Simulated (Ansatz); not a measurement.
**TiRh: how the settings move a relaxation**

How sensitive is a relaxation of TiRh to its settings? A reference run comes first, then one run with altered input.

Method: reference: DFT, r2SCAN, PAW with Ansatz's default frozen-core files, scalar-relativistic; relaxation of cell and atoms, in Ansatz 0.2.0.

1 further run of the same task is left out (set aside as unsound or not needed).

### Step 1. Starting point

It takes space group Pm-3m (No. 221, cubic). The conventional cell has a = 3.115 Å, b = 3.115 Å, c = 3.115 Å, α = 90.00°, β = 90.00°, γ = 90.00°. Ti (site symmetry m-3m) is surrounded by 8 Rh at 2.70 Å. Around Rh (site symmetry m-3m) lie 8 Ti at 2.70 Å.

As a file:

```xyz
2
Lattice="3.1152 0.0000 0.0000 0.0000 3.1152 0.0000 0.0000 0.0000 3.1152" Properties=species:S:1:pos:R:3 pbc="T T T"
Ti    1.5576    1.5576    1.5576
Rh    0.0000    0.0000    0.0000
```

### Step 2. The reference run

Input file input.yaml:

```yaml
crystal:
  lattice:
    - [3.115202, 0.0, 0.0]
    - [0.0, 3.115202, 0.0]
    - [0.0, 0.0, 3.115202]
  atoms:
    - { symbol: Ti, position: [0.5, 0.5, 0.5] }
    - { symbol: Rh, position: [0.0, 0.0, 0.0] }
kpoints:
  mp_grid: { grid: [16, 16, 16] }
scf:
  occupations: { method: fermi_dirac, width: 0.1 }
hamiltonian:
  xc: r2scan
  pseudopotentials: { kind: paw }
relax:
  f_tol: 0.002
  max_steps: 80
  cell: {}
output:
  forces: true
  stress: true
```

On the command line:

```bash
$ ansatz run input.yaml --threads 1 --pin off --max-ram 2560MiB --backend cpu --events-out ev --progress --plain --runs-dir out
```

### Step 3. Changed: occupations.method tetrahedron, eigensolver.kind davidson, basis.precision f64, width left out

Edit input.yaml of step 2 so:

```diff
@@ -11,3 +11,4 @@
 scf:
-  occupations: { method: fermi_dirac, width: 0.1 }
+  occupations: { method: tetrahedron }
+  eigensolver: { kind: davidson }
 hamiltonian:
@@ -22 +23,7 @@
   stress: true
+  write_density: true
+  write_potential: true
+  elf: true
+  volumetric_format: npy
+basis:
+  precision: f64
```

What does the calculation give? Wanted: for each run, ending; energy change; pressure; gap; force.

**Answer**, as computed:

| run | ending | energy change | pressure (GPa) | gap (eV) | force (eV/Å) | cycles | time |
| --- | --- | --- | --- | --- | --- | --- | --- |
| reference | converged | 0 | 0.0 | 0.00 | 0.00 | 33 | 31 s |
| 1: occupations.method tetrahedron, eigensolver.kind davidson, basis.precision f64, width left out | converged | +0.9 meV/atom (σ→0) | 0.0 | 0.00 | 0.00 | 46 | 60 s |

Times don't compare one to one where runs were asked for different outputs or read a saved state (see the inputs); cycles may leave out searches for a lower state.

Changing the smearing, solver and arithmetic precision moves the energy by +0.9 meV/atom (σ→0 values).
